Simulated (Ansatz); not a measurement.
# Sn3Te (Pm-3m) in Ansatz: notebook

One crystal, Sn3Te, is run at these levels: LDA; tasks: single point, equation of state.

Everything below comes from runs of Ansatz 0.2.0. Logs are shortened: lines on timing, memory, paths and dates and some standing lists are left out, and cuts for length are marked.

### Step 1. The crystal as given

Symmetry: Pm-3m, No. 221, cubic system. The conventional cell has a = 4.866 Å, b = 4.866 Å, c = 4.866 Å, α = 90.00°, β = 90.00°, γ = 90.00°. Te (site symmetry m-3m) has 12 Sn at 3.44 Å as nearest neighbours. Sn (site symmetry 4/mmm) is surrounded by 4 Te at 3.44 Å and 8 Sn at 3.44 Å.

The cell comes from a database or a generator and needn't be the stable form of this composition.

### Step 2. Single point, LDA, 27.07 Å³/atom (volume scaled by 0.94)

The input, input.yaml:

```yaml
crystal:
  lattice:
    - [4.7662957215, 0.0, 0.0]
    - [0.0, 4.7662957215, 0.0]
    - [0.0, 0.0, 4.7662957215]
  atoms:
    - { symbol: Te, position: [0.0, 0.0, 0.0] }
    - { symbol: Sn, position: [0.0, 0.5, 0.5] }
    - { symbol: Sn, position: [0.5, 0.0, 0.5] }
    - { symbol: Sn, position: [0.5, 0.5, 0.0] }
hamiltonian:
  xc: lda
  pseudopotentials: { kind: paw }
kpoints:
  mp_grid: { grid: [6, 6, 6] }
scf:
  occupations: { method: fermi_dirac, width: 0.05 }
output:
  forces: true
  stress: true
  eigenvalues: true
```

Potentials or basis: Ansatz PAW.

The run is started by

```bash
ansatz run input.yaml --threads 2 --pin off --max-ram 5632MiB --backend cpu --events-out ev --progress --plain --runs-dir out
```

Standard output:

```text
Warning: RAYON_NUM_THREADS=2 ignored (pool sized by the plan → 2); use --threads N
Engine: ansatz 0.2.0, aarch64-unknown-linux-gnu
Pseudopotentials: kind: paw
Pseudopotential: Te, paw, valence charge 16, recommended cutoff 420 eV (normal), Te.paw.azcp
Pseudopotential: Sn, paw, valence charge 14, recommended cutoff 420 eV (normal), Sn.paw.azcp
Functional definition: SPW92
  exchange = slater_x
  correlation = pw_c
Crystal: 4 atoms, lattice volume = 108.279 Å³
Basis set: ecut = 420 eV, 2103 PW (Γ)
Bands: 35, of which v1, the nominal top of the filled ones, is band 29 counted from 1 (28 counted from 0)
Symmetry: 48 space group operations
Space group: Pm-3m (ITA 221), of the structure as read, at distance tolerance 4.8e-5 Å
k-points: 20 of 216
Non-local potential: Te, projectors of the file, l = 0: 2, l = 1: 2, l = 2: 2, l = 3: 2
Non-local potential: Sn, projectors of the file, l = 0: 2, l = 1: 2, l = 2: 2, l = 3: 2
PAW form: soft (Blöchl's): semilocal exchange-correlation on the pseudo side does not see the compensation charge
PAW frozen core: Te, regenerated for the run's functional, and the local potential with it (the file was generated under x = pbe(κ = 0.804, μ = 0.2195149727645171), c = pbe(β = 0.06672455060314922))
PAW frozen core: Sn, regenerated for the run's functional, and the local potential with it (the file was generated under x = pbe(κ = 0.804, μ = 0.2195149727645171), c = pbe(β = 0.06672455060314922))
PAW one-centre angular grid: Te, 590 points (default); XC on 64 Gauss nodes
PAW one-centre angular grid: Sn, 590 points (default); XC on 64 Gauss nodes
Initial density: superposition of atomic densities (neutral atoms: chi_scale 0, normalization atom), corrected by the library's trained network
Initial wavefunctions: pseudopotential atomic-orbital guess
Functional: x = slater, c = lda
SCF iter   1: F=—  HF=-24465.550222 eV  |F-HF|=—  |Δ(HF+E_count)|=         —  Δρ=6.93e-3  dr2=2.68e-2  ethr=1.77e-3  ⟨swp⟩=7.9  Hψ=3336  notcnv=0  defer=1
preconditioner: auto → Kerker (q_TF=auto, 2.459 Å⁻¹)  [metal: Δε(μ)=0.047 eV  Ē_g=17.636 eV  σ=0.050 eV  W_gap=0.23  n_scr=26 (ndim 8)  ℏωp=24.7 eV  f_vac=0.000  D(μ)=3.08/eV (n_scr^D=18)]
SCF iter   2: F=—  HF=-24465.540949 eV  |F-HF|=—  |Δ(HF+E_count)|=   9.27e-3  Δρ=3.61e-3  dr2=8.59e-3  ethr=4.62e-5  ⟨swp⟩=2.4  Hψ=1231  notcnv=0  defer=6
SCF iter   3: F=—  HF=-24465.537904 eV  |F-HF|=—  |Δ(HF+E_count)|=   3.05e-3  Δρ=6.01e-4  dr2=6.92e-4  ethr=1.48e-5  ⟨swp⟩=2.1  Hψ=1264  notcnv=0  defer=6
SCF iter   4: F=—  HF=-24465.537692 eV  |F-HF|=—  |Δ(HF+E_count)|=   2.12e-4  Δρ=1.98e-4  dr2=9.80e-5  ethr=1.19e-6  ⟨swp⟩=2.0  Hψ=1268  notcnv=0  defer=6
SCF iter   5: F=—  HF=-24465.537649 eV  |F-HF|=—  |Δ(HF+E_count)|=   4.24e-5  Δρ=7.00e-5  dr2=8.94e-6  ethr=1.69e-7  ⟨swp⟩=2.0  Hψ=1247  notcnv=0  defer=6
SCF iter   6: F=—  HF=-24465.537647 eV  |F-HF|=—  |Δ(HF+E_count)|=   2.14e-6  Δρ=1.48e-5  dr2=3.06e-7  ethr=1.54e-8  ⟨swp⟩=2.0  Hψ=844  notcnv=0  defer=6
SCF iter   7: F=-24465.537647 eV  HF=-24465.537647 eV  |F-HF|=2.91e-8  |Δ(HF+E_count)|=   6.99e-9  Δρ=5.17e-6  dr2=3.34e-8  ethr=1.72e-10  ⟨swp⟩=8.2  Hψ=3208  notcnv=0
SCF 1 converged in 7 iterations: F = -24465.537647 eV  dr2 = 3.34e-8
SCF converged after 7 iterations
Free energy (F): -24465.537647 eV
Harris-Foulkes:  -24465.537647 eV  (|F-HF|=2.91e-8)
Internal energy: -24465.512201 eV  (E = F + TS)
E sigma→0 (E₀):  -24465.524924 eV
Entropy (-TS):   -0.025446 eV (-6.361 meV/atom)
Fermi energy:    10.995843 eV
--- Per-component energies (eV) ---
  E_band       = -467.909243
  E_kinetic    = 744.193915
  E_local      = -3488.865886  (includes V_loc(G=0)·N_el)
  E_nonlocal   = -390.436887
  E_hartree    = 2252.990465
  E_xc         = -1263.891204
  E_vxc        = -403.795845  (∫ρ·V_xc dr)
  E_paw        = -16486.678216  (= ΣΔE_a)
  E_vpaw       = -1434.999520  (= ΣTr[D̂ρ^β])
  E_aug_tail   = -0.000189  (compensation charges beyond the density's cutoff)
  E_ewald      = -5834.777555
  E_core_change = 1.953356  (= ΣΔE_core)
  E_smearing   = -0.025446  (= −TS)
  E_closure    = -0.000000  (closes the sum)
  Σ components = -24465.537647   (vs F -24465.537647, Δ=0.00e0)
--- Forces (eV/Å), atoms counted from 1 ---
  atom   1  Te    -0.00000000     0.00000000     0.00000000
  atom   2  Sn     0.00000000     0.00000000     0.00000000
  atom   3  Sn     0.00000000    -0.00000000    -0.00000000
  atom   4  Sn     0.00000000    -0.00000000     0.00000000
  max |Σ_I F_I| component: 9.87e-29 eV/Å
--- Stress (GPa, compression-positive) ---
       -0.727486       0.000000       0.000000
        0.000000      -0.727486       0.000000
       -0.000000       0.000000      -0.727486
  P = ⅓ Tr σ = -0.7275 GPa (-7.275 kbar)
--- Band table (eV; the first three rows and the last of 20) ---
  k-point 0: bands = ["-26.1572", "-26.1572", "-26.1572", "-26.1568", "-26.1568", "-10.5357", "-10.5357", "-10.5357", "-10.5001", "-10.5001", "-10.4936", "-10.4393", "-10.4393", "-10.4393", "-10.3697", "-10.3487", "-10.3487", "-10.3000", "-10.3000", "-10.3000", "-1.7698", "2.8573", "5.9049", "5.9049", "6.5571", "6.5571", "6.5571", "11.4375", "11.4375", "11.4375", "12.9602", "12.9602", "12.9602", "15.7479", "16.0026"]
  k-point 1: bands = ["-26.1572", "-26.1572", "-26.1572", "-26.1568", "-26.1568", "-10.5330", "-10.5222", "-10.5222", "-10.4992", "-10.4921", "-10.4843", "-10.4420", "-10.4393", "-10.4393", "-10.3769", "-10.3564", "-10.3485", "-10.3157", "-10.3157", "-10.3000", "-1.6402", "2.5696", "4.8650", "5.9883", "6.7464", "6.7464", "8.1857", "10.9781", "11.0231", "11.0231", "12.0955", "12.7196", "12.7196", "16.1291", "16.5149"]
  k-point 2: bands = ["-26.1572", "-26.1572", "-26.1572", "-26.1568", "-26.1566", "-10.5270", "-10.4975", "-10.4877", "-10.4877", "-10.4719", "-10.4607", "-10.4480", "-10.4365", "-10.4365", "-10.3954", "-10.3766", "-10.3574", "-10.3574", "-10.3482", "-10.3000", "-1.3147", "1.8084", "4.4185", "6.1785", "7.2709", "7.2709", "9.5212", "9.8901", "9.8901", "10.9991", "11.1480", "13.0306", "13.0306", "15.2231", "15.5912"]
  k-point 19: bands = ["-26.1574", "-26.1574", "-26.1574", "-26.1563", "-26.1563", "-10.5222", "-10.4986", "-10.4986", "-10.4986", "-10.4699", "-10.4699", "-10.4699", "-10.4249", "-10.4249", "-10.3669", "-10.3669", "-10.3669", "-10.3358", "-10.3358", "-10.3358", "-0.3252", "4.0299", "4.0299", "4.0299", "5.5130", "5.5130", "5.5130", "6.4178", "14.0602", "14.0602", "14.0602", "16.6225", "16.6225", "16.6225", "16.7243"]
```

Wall time 2.3 s (2 threads of Arm Neoverse V1, shared host); peak memory 0.38 GiB.

Results:

```yaml
Free_energy: -24465.5376 eV
Pressure: -0.7 GPa
Band_gap_on_the_k_mesh: none (metal or under the smearing width)
```

Caveat: the PAW data sets come from PBE, with cores solved anew for the run's functional, which leaves a small shift of forces and pressure.

### Step 3. Single point, LDA, 27.65 Å³/atom (volume scaled by 0.96)

Edit input.yaml of step 2 so:

```diff
@@ -2,5 +2,5 @@
   lattice:
-    - [4.7662957215, 0.0, 0.0]
-    - [0.0, 4.7662957215, 0.0]
-    - [0.0, 0.0, 4.7662957215]
+    - [4.7998622902, 0.0, 0.0]
+    - [0.0, 4.7998622902, 0.0]
+    - [0.0, 0.0, 4.7998622902]
   atoms:
```

Potentials or basis: Ansatz PAW.

The run is started by

```bash
ansatz run input.yaml --threads 2 --pin off --max-ram 5632MiB --backend cpu --events-out ev --progress --plain --runs-dir out
```

It took 2.8 s on 2 threads of Arm Neoverse V1, shared host; peak memory 0.39 GiB.

It converged, with:

| Item | Value |
| --- | --- |
| Free energy | -24465.5198 eV |
| Pressure | -1.7 GPa |
| Band gap on the k mesh | none (metal or under the smearing width) |

Caveat: the PAW data sets come from PBE, with cores solved anew for the run's functional, which leaves a small shift of forces and pressure.

### Step 4. Single point, LDA, 28.22 Å³/atom (volume scaled by 0.98)

Edit input.yaml of step 3 so:

```diff
@@ -2,5 +2,5 @@
   lattice:
-    - [4.7998622902, 0.0, 0.0]
-    - [0.0, 4.7998622902, 0.0]
-    - [0.0, 0.0, 4.7998622902]
+    - [4.8329658348, 0.0, 0.0]
+    - [0.0, 4.8329658348, 0.0]
+    - [0.0, 0.0, 4.8329658348]
   atoms:
```

The run is started by

```bash
ansatz run input.yaml --threads 2 --pin off --max-ram 5632MiB --backend cpu --events-out ev --progress --plain --runs-dir out
```

Wall time 2.7 s (2 threads of Arm Neoverse V1, shared host); peak memory 0.39 GiB.

The run converged. Its results:

```
Free energy            : -24465.4880 eV
Pressure               : -2.7 GPa
Band gap on the k mesh : none (metal or under the smearing width)
```

Caveat: the PAW data sets come from PBE, with cores solved anew for the run's functional, which leaves a small shift of forces and pressure.

### Step 5. Single point, LDA, 28.80 Å³/atom

Edit input.yaml of step 4 so:

```diff
@@ -2,5 +2,5 @@
   lattice:
-    - [4.8329658348, 0.0, 0.0]
-    - [0.0, 4.8329658348, 0.0]
-    - [0.0, 0.0, 4.8329658348]
+    - [4.865622, 0.0, 0.0]
+    - [0.0, 4.865622, 0.0]
+    - [0.0, 0.0, 4.865622]
   atoms:
@@ -21 +21,5 @@
   eigenvalues: true
+  write_density: true
+  write_potential: true
+  elf: true
+  volumetric_format: npy
```

The run is started by

```bash
ansatz run input.yaml --threads 2 --pin off --max-ram 5632MiB --backend cpu --events-out ev --progress --plain --runs-dir out
```

Wall time 3.6 s (2 threads of Arm Neoverse V1, shared host); peak memory 0.4 GiB.

It converged, with:

| Quantity | Value |
| --- | --- |
| Free energy | -24465.4438 eV |
| Pressure | -3.5 GPa |
| Band gap on the k mesh | none (metal or under the smearing width) |

Caveat: the PAW data sets come from PBE, with cores solved anew for the run's functional, which leaves a small shift of forces and pressure.

### Step 6. Single point, LDA, 29.37 Å³/atom (volume scaled by 1.02)

Edit input.yaml of step 5 so:

```diff
@@ -2,5 +2,5 @@
   lattice:
-    - [4.865622, 0.0, 0.0]
-    - [0.0, 4.865622, 0.0]
-    - [0.0, 0.0, 4.865622]
+    - [4.8978456013, 0.0, 0.0]
+    - [0.0, 4.8978456013, 0.0]
+    - [0.0, 0.0, 4.8978456013]
   atoms:
@@ -21,5 +21 @@
   eigenvalues: true
-  write_density: true
-  write_potential: true
-  elf: true
-  volumetric_format: npy
```

Potentials or basis: Ansatz PAW.

The run is started by

```bash
ansatz run input.yaml --threads 2 --pin off --max-ram 5632MiB --backend cpu --events-out ev --progress --plain --runs-dir out
```

It took 2.9 s on 2 threads of Arm Neoverse V1, shared host; peak memory 0.39 GiB.

Results (log left out):

| Item | Value |
| --- | --- |
| Free energy | -24465.3884 eV |
| Pressure | -4.2 GPa |
| Band gap on the k mesh | none (metal or under the smearing width) |

Caveat: the PAW data sets come from PBE, with cores solved anew for the run's functional, which leaves a small shift of forces and pressure.

### Step 7. Single point, LDA, 29.95 Å³/atom (volume scaled by 1.04)

Edit input.yaml of step 6 so:

```diff
@@ -2,5 +2,5 @@
   lattice:
-    - [4.8978456013, 0.0, 0.0]
-    - [0.0, 4.8978456013, 0.0]
-    - [0.0, 0.0, 4.8978456013]
+    - [4.9296506847, 0.0, 0.0]
+    - [0.0, 4.9296506847, 0.0]
+    - [0.0, 0.0, 4.9296506847]
   atoms:
```

The run is started by

```bash
ansatz run input.yaml --threads 2 --pin off --max-ram 5632MiB --backend cpu --events-out ev --progress --plain --runs-dir out
```

Run time: 2.8 s. Hardware: 2 threads of Arm Neoverse V1, shared host; peak memory 0.39 GiB.

Results (log left out):

* Free energy: -24465.3232 eV
* Pressure: -4.9 GPa
* Band gap on the k mesh: none (metal or under the smearing width)

Caveat: the PAW data sets come from PBE, with cores solved anew for the run's functional, which leaves a small shift of forces and pressure.

### Step 8. Single point, LDA, 30.53 Å³/atom (volume scaled by 1.06)

Edit input.yaml of step 7 so:

```diff
@@ -2,5 +2,5 @@
   lattice:
-    - [4.9296506847, 0.0, 0.0]
-    - [0.0, 4.9296506847, 0.0]
-    - [0.0, 0.0, 4.9296506847]
+    - [4.9610505803, 0.0, 0.0]
+    - [0.0, 4.9610505803, 0.0]
+    - [0.0, 0.0, 4.9610505803]
   atoms:
```

The run is started by

```bash
ansatz run input.yaml --threads 2 --pin off --max-ram 5632MiB --backend cpu --events-out ev --progress --plain --runs-dir out
```

It took 2.9 s on 2 threads of Arm Neoverse V1, shared host; peak memory 0.4 GiB.

The run converged. Its results:

```
Free energy            : -24465.2490 eV
Pressure               : -5.4 GPa
Band gap on the k mesh : none (metal or under the smearing width)
```

Caveat: the PAW data sets come from PBE, with cores solved anew for the run's functional, which leaves a small shift of forces and pressure.

### Step 9. Equation of state, LDA

Potentials or basis: Ansatz PAW.

No new run: the results of the series are fitted here.

What came out:

```yaml
Equilibrium_volume: "26.70 Å³/atom (rough: see the caveat)"
Bulk_modulus: 54 GPa (rough)
```

Energy against volume, from the lowest point:
```csv
volume (Å³/atom),energy (meV/atom)
27.070,0.00
27.646,4.47
28.222,12.41
28.798,23.47
29.373,37.30
29.949,53.62
30.525,72.15
```

Caveat: the minimum lies outside the volumes run.
